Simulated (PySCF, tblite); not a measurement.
# C7H10OS: geometry, infrared bands, NMR shifts and electronic excitations

Wanted: the infrared bands, NMR shifts and electronic excitations of C7H10OS (`C=C[C@@H]1C=C[S@@](=O)CC1`), by calculation.

The runs use tblite 0.8.0 and PySCF 2.14.0, with density-fitted response routines of our own; the level of theory stands in each step. All values are computed, except where a source is named. Atoms are numbered from 0 throughout.

## Step 1: The starting structure

19 atoms, charge 0, multiplicity 1; geometry from: force field or distance geometry start.

Bonds of the start (Å): C0–C1 1.32, C1–C2 1.47, C2–C3 1.49, C3–C4 1.32, C4–S5 1.77, S5–O6 1.53, S5–C7 1.80, C7–C8 1.50, C8–C2 1.49, C0–H9 1.08, C0–H10 1.08, C1–H11 1.10, C2–H12 1.11, C3–H13 1.10, C4–H14 1.10, C7–H15 1.14, C7–H16 1.12, C8–H17 1.10, C8–H18 1.11.

## Step 2: Relaxing the molecule with GFN2-xTB

The job: settings as JSON, then the geometry in Å.

```
{"job": {"kind": "relax", "xc": "GFN2-xTB", "basis": "xTB"}, "charge": 0, "multiplicity": 1}
C      2.687500    -0.998700    -0.783300
C      1.814000    -0.500200     0.066900
C      0.445800    -0.064100    -0.265100
C      0.326800     1.408400    -0.067900
C     -0.825500     2.038300     0.088300
S     -2.331300     1.116200     0.015600
O     -3.132700     1.420500    -1.247800
C     -1.931500    -0.632200     0.097600
C     -0.517400    -0.879300     0.528100
H      2.489200    -1.140100    -1.837900
H      3.658600    -1.285600    -0.399800
H      2.115000    -0.410400     1.122200
H      0.300500    -0.312600    -1.337100
H      1.239300     2.014100    -0.016300
H     -0.810600     3.131900     0.233600
H     -2.677000    -1.111500     0.812300
H     -2.131400    -1.066500    -0.914200
H     -0.420800    -0.770900     1.618300
H     -0.308200    -1.948100     0.294300
```

Command:

```
$ OMP_NUM_THREADS=1 python probes_run.py task.json out
```

The driver reads the jobs from task.json and runs them one after another.

**Question.** This job is followed by: GFN2-xTB harmonic vibrations, gas phase; PBE0-D3(BJ)/def2-SVP geometry optimisation, gas phase; GIAO PBE0/pcSseg-1 NMR shielding, non-relativistic, gas phase; TDDFT CAM-B3LYP/def2-SVPD, vertical, gas phase, core orbitals frozen in the response; GIAO B97-2/pcSseg-1 NMR shielding, non-relativistic, gas phase. Predict these results of the whole session: strongest single infrared mode (GFN2-xTB); zero-point energy (GFN2-xTB); point group; rotational constants (main isotopes); 13C shifts against TMS (PBE0/pcSseg-1); 1H shifts against TMS (PBE0/pcSseg-1); 33S shifts against CS2 (PBE0/pcSseg-1); 17O shifts against H2O (PBE0/pcSseg-1); surface potential, 1st and 99th percentile; lowest singlet (CAM-B3LYP/def2-SVPD); brightest single state of those computed; lowest triplet; vertical ionisation energy (ΔSCF); range of the shift of C1.

**Answer**, as computed:

```
                                 quantity                                                           value
strongest single infrared mode (GFN2-xTB)                                           1131 cm⁻¹, 280 km/mol
             zero-point energy (GFN2-xTB)                                                   95.0 kcal/mol
                              point group                                                              C1
     rotational constants (main isotopes)                                            3.95, 0.78, 0.70 GHz
   13C shifts against TMS (PBE0/pcSseg-1)                150.0, 149.0, 140.9, 125.2, 53.1, 45.7, 26.6 ppm
    1H shifts against TMS (PBE0/pcSseg-1)  6.43, 5.94, 5.52, 5.51, 5.38, 3.03, 2.77, 2.48, 1.89, 1.35 ppm
   33S shifts against CS2 (PBE0/pcSseg-1)                                                         300 ppm
   17O shifts against H2O (PBE0/pcSseg-1)                                                        61.6 ppm
    surface potential, 1st and 99th percentile                                              -2.20 V and 1.04 V
     lowest singlet (CAM-B3LYP/def2-SVPD)                                     4.93 eV (251 nm), f = 0.029
 brightest single state of those computed                                     state 5, 6.68 eV, f = 0.267
                           lowest triplet                                                         4.02 eV
        vertical ionisation energy (ΔSCF)                                                         8.65 eV
                 range of the shift of C1                                              146.4 to 150.0 ppm
```

In words: Over 104 steps the energy fell by 0.853 eV; of the close pairs, S5–O6 changed most, 1.527 to 1.465 Å (GFN2-xTB). No mode is imaginary among the 51: a minimum at this level. The strongest single mode, at 1131 cm⁻¹, moves mainly O6 and S5. Unscaled tight-binding wavenumbers are off by several per cent, some by more. Its intensities can rank the bands wrongly. Over 8 steps the energy fell by 0.121 eV; of the close pairs, S5–O6 changed most, 1.465 to 1.500 Å (PBE0/def2-SVP). No frequency check was run at this level, so the end point may be a saddle. At PBE0/pcSseg-1: Shielding is most anisotropic at S5 (span 513 ppm, paramagnetic term -856 ppm). At PBE0/pcSseg-1, counted by nearest atom on the grid, the HOMO lies on O6 53 %; S5 26 %, the LUMO on C3, C4 about 22 % each; C0, C1 about 8 % each. The first singlet state (HOMO→LUMO 0.84, HOMO→LUMO+2 0.09) lies at 4.93 eV and is weak; of the 10 states computed, the strongest absorption comes from states 5 to 6 together at 6.68 eV. The lowest triplet lies 0.91 eV below the lowest singlet (triplets in Tamm-Dancoff, singlets in full TDDFT). The orbital energy would give 7.99 eV for ionisation, ΔSCF gives 8.65 eV. Across the 2 runs the shift of C1 moves most, between 146.4 (B97-2/pcSseg-1) and 150.0 ppm (PBE0/pcSseg-1).
